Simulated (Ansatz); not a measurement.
# The cluster Sn₂₁AsH₃₂−: trial inputs and their diagnosis

Aim: try 1 input for the cluster Sn₂₁AsH₃₂− as typed, read how each ends, and find what has to change.

Computed with Ansatz 0.2.0, Gaussian basis. Level: the settings change from run to run.

3 further runs of the same task are left out: 2 for a known fault of the program, 1 set aside as unsound or not needed. Runs told in other sessions of the task aren't counted.

## 1. The molecule

An earlier r2SCAN-D4/def2-SVP relaxation fixed the geometry. Sn takes a core potential in def2 sets; no spin-orbit term is included.

54 atoms, charge -1, spin multiplicity 1.

Atoms are counted from 1 here; the program's logs count them from 0.

Bond lengths: Sn1–Sn13 2.806 Å, Sn1–Sn14 2.801 Å, Sn1–H23 1.729 Å, Sn1–H24 1.722 Å, Sn2–Sn12 2.810 Å, Sn2–Sn16 2.819 Å, Sn2–H25 1.734 Å, Sn2–H26 1.726 Å, Sn3–Sn15 2.815 Å, Sn3–Sn17 2.822 Å, Sn3–H27 1.733 Å, Sn3–H28 1.726 Å, Sn4–Sn13 2.820 Å, Sn4–Sn18 2.795 Å, Sn4–Sn19 2.820 Å, Sn4–H29 1.734 Å, Sn5–Sn15 2.801 Å, Sn5–Sn18 2.797 Å and more. Angles: Sn13–Sn1–Sn14 106.6°, Sn13–Sn1–H23 108.3°, Sn13–Sn1–H24 113.7°, Sn14–Sn1–H23 111.1°, Sn14–Sn1–H24 111.2°, H23–Sn1–H24 105.9°, Sn12–Sn2–Sn16 114.1°, Sn12–Sn2–H25 103.5°, Sn12–Sn2–H26 105.1°, Sn16–Sn2–H25 115.3°, Sn16–Sn2–H26 113.3°, H25–Sn2–H26 104.4°, Sn15–Sn3–Sn17 110.5°, Sn15–Sn3–H27 105.3°, Sn15–Sn3–H28 108.6°, Sn17–Sn3–H27 113.3°, Sn17–Sn3–H28 113.7°, H27–Sn3–H28 104.9° and more.

## 2. Input 1

in.yaml reads:

```yaml
crystal:
  periodic: [false, false, false]
  atoms:
    - {symbol: Sn, position_ang: [-5.120451, 1.686277, -0.713648]}
    - {symbol: Sn, position_ang: [-2.145853, -3.934049, 2.790388]}
    - {symbol: Sn, position_ang: [1.140502, -4.423649, -0.707061]}
    - {symbol: Sn, position_ang: [-1.985361, 2.009703, -3.862596]}
    - {symbol: Sn, position_ang: [1.109507, -1.078488, -3.751138]}
    - {symbol: As, position_ang: [-1.591632, -0.971191, -0.613463]}
    - {symbol: Sn, position_ang: [-1.209907, 2.032619, 1.642407]}
    - {symbol: Sn, position_ang: [1.132662, -0.769452, 2.375780]}
    - {symbol: Sn, position_ang: [0.866692, 2.249016, -0.257377]}
    - {symbol: Sn, position_ang: [4.210109, -1.337913, -0.517657]}
    - {symbol: Sn, position_ang: [4.469530, 2.306934, 2.871332]}
    - {symbol: Sn, position_ang: [-3.309326, -2.503004, 0.670749]}
    - {symbol: Sn, position_ang: [-3.343824, 0.144020, -2.242657]}
    - {symbol: Sn, position_ang: [-3.552458, 3.399484, 0.852701]}
    - {symbol: Sn, position_ang: [-0.539649, -2.760466, -2.235449]}
    - {symbol: Sn, position_ang: [-0.197603, -2.488182, 4.225689]}
    - {symbol: Sn, position_ang: [2.601565, -2.900348, 1.165904]}
    - {symbol: Sn, position_ang: [-0.339975, 0.502804, -5.545759]}
    - {symbol: Sn, position_ang: [-0.291699, 3.714269, -2.385931]}
    - {symbol: Sn, position_ang: [2.432022, 0.444257, -1.782389]}
    - {symbol: Sn, position_ang: [3.321076, 0.013954, 4.058024]}
    - {symbol: Sn, position_ang: [2.791033, 3.771922, 1.144350]}
    - {symbol: H, position_ang: [-6.132489, 2.580182, -1.794044]}
    - {symbol: H, position_ang: [-6.185680, 0.748718, 0.262087]}
    - {symbol: H, position_ang: [-3.511683, -4.459048, 3.720418]}
    - {symbol: H, position_ang: [-1.533638, -5.380927, 2.074712]}
    - {symbol: H, position_ang: [2.145058, -5.239185, -1.859309]}
    - {symbol: H, position_ang: [0.181359, -5.668863, 0.006955]}
    - {symbol: H, position_ang: [-3.160537, 2.898608, -4.777317]}
    - {symbol: H, position_ang: [2.325181, -1.994069, -4.580885]}
    - {symbol: H, position_ang: [-1.834259, 0.515228, 2.150376]}
    - {symbol: H, position_ang: [-0.599324, 2.813456, 3.063182]}
    - {symbol: H, position_ang: [5.079053, -2.078945, -1.818741]}
    - {symbol: H, position_ang: [5.373588, -0.395753, 0.343257]}
    - {symbol: H, position_ang: [5.856702, 1.944678, 1.906081]}
    - {symbol: H, position_ang: [5.040578, 3.485402, 4.009052]}
    - {symbol: H, position_ang: [-4.154421, -3.505908, -0.460130]}
    - {symbol: H, position_ang: [-4.487034, -1.390946, 1.275728]}
    - {symbol: H, position_ang: [-4.165635, -1.015341, -3.235608]}
    - {symbol: H, position_ang: [-4.475066, 3.897035, 2.227802]}
    - {symbol: H, position_ang: [-3.269819, 4.836660, -0.055889]}
    - {symbol: H, position_ang: [-1.747544, -3.589131, -3.160202]}
    - {symbol: H, position_ang: [0.619051, -3.730173, 5.124849]}
    - {symbol: H, position_ang: [-1.152721, -1.675932, 5.426880]}
    - {symbol: H, position_ang: [3.639687, -4.051771, 1.954536]}
    - {symbol: H, position_ang: [-1.250737, -0.471174, -6.644984]}
    - {symbol: H, position_ang: [0.696324, 1.480996, -6.522017]}
    - {symbol: H, position_ang: [0.903721, 4.250904, -3.515376]}
    - {symbol: H, position_ang: [-1.171691, 5.131620, -1.939349]}
    - {symbol: H, position_ang: [3.337946, 1.649678, -2.653725]}
    - {symbol: H, position_ang: [2.848461, 0.621655, 5.615867]}
    - {symbol: H, position_ang: [4.697636, -0.987047, 4.409688]}
    - {symbol: H, position_ang: [1.942371, 4.991937, 2.030090]}
    - {symbol: H, position_ang: [3.745801, 4.644438, -0.005980]}
basis:
  gaussian: {orbitals: def2-SVPD, fitting: {mean_field: def2-universal-jkfit}}
total_charge: -1
magnetization: {spin_polarized: true, initial_magnetization: 2}
hamiltonian: {xc: {name: PBE}, dispersion: d3bj}
multiplicity: 3
```

Run with:

```
> ansatz run in.yaml --threads 11 --pin off --events-out ev --progress --plain --max-ram 174080MiB --backend cuda --devices 0, --max-vram 75GiB
```

**Question.** What will the summary of the whole plan be?

As calculated:

```csv
input,level,ended,cause,time
1,PBE/def2-SVPD,refused,the input holds a key that doesn't belong there,0.05 s
```

In words: 1 refused. A refusal costs next to no computing time.
